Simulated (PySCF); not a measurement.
**SI+: from the state search to spectroscopic constants**

One table from this session's results is given with a row withheld; the runs are named, their logs left out.

Computed with PySCF 2.14.0. Level: S cc-pV(D+d)Z, I cc-pVDZ-PP with ECP28, scalar-relativistic core potentials.

The first run:

The job is set up so:

```
atoms                         : S, I
charge                        : 1
basis                         : S cc-pV(D+d)Z, I cc-pVDZ-PP with ECP28
Hamiltonian                   : scalar-relativistic core potentials
basis functions               : 46
electrons treated             : 40
masses in u                   : 31.9721, 126.9045
levels                        : PBE0, PBE, r²SCAN, M06, LDA, BLYP, HSE06, HF, MP2, SCS-MP2, CCSD, CCSD(T)
grid                          : 80 radial by 434 angular points
occupations                   : held fixed by the projection of orbital angular momentum
dissociation limit            : S+ + I, each in its ground configuration
starting distance in angstrom : 2.395
values of 2S to try           : 0, 2, 4
```

Launch:

```bash
OMP_NUM_THREADS=1 python dia.py task.json out
```

Steps of the session up to this table: The job; First curve: PBE0; Higher solutions at PBE0; PBE (GGA); r²SCAN; M06 (hybrid meta-GGA); LDA (local density); BLYP (GGA); HSE06; UHF; Adding correlation.

One table of the session follows, with a row left open; its other results are not shown here.

It belongs to the step «The curves together». Energy (eV) from each level's lowest point:

| R (Å) | UHF | UHF-MP2 | UHF-SCS-MP2 | UHF-CCSD | UHF-CCSD(T) |
| --- | --- | --- | --- | --- | --- |
| 1.927 | 1.696 | 1.714 | 1.734 | n/a | n/a |
| 2.017 | 0.743 | 0.717 | 0.740 | 0.860 | 0.900 |
| 2.107 | 0.237 | 0.190 | 0.211 | 0.296 | 0.320 |
| 2.174 | ? | ? | ? | ? | ? |
| 2.241 | 0.000 | 0.000 | 0.000 | 0.000 | 0.000 |
| 2.308 | 0.022 | 0.089 | 0.070 | 0.010 | 0.000 |
| 2.398 | 0.126 | 0.319 | 0.268 | 0.124 | 0.103 |
| 2.510 | 0.311 | 0.679 | 0.592 | 0.365 | 0.335 |
| 2.644 | 0.541 | 1.117 | 1.008 | 0.721 | 0.688 |
| 2.824 | 0.784 | 1.611 | 1.495 | n/a | n/a |

**Question.** Estimate the row for R (Å) = 2.174.

Worked estimate for «UHF». A straight line through the neighbours (2.107, 0.237) and (2.241, 0.000) gives 0.237 + (0.000 − 0.237) × (2.174 − 2.107) / (2.241 − 2.107) = 0.119; a parabola fitted to 4 rows on both sides gives 0.051.

As computed: UHF: 0.059; UHF-MP2: 0.021; UHF-SCS-MP2: 0.035; UHF-CCSD: 0.084; UHF-CCSD(T): 0.095. In «UHF» the line misses by +0.060 and the parabola by -0.008.
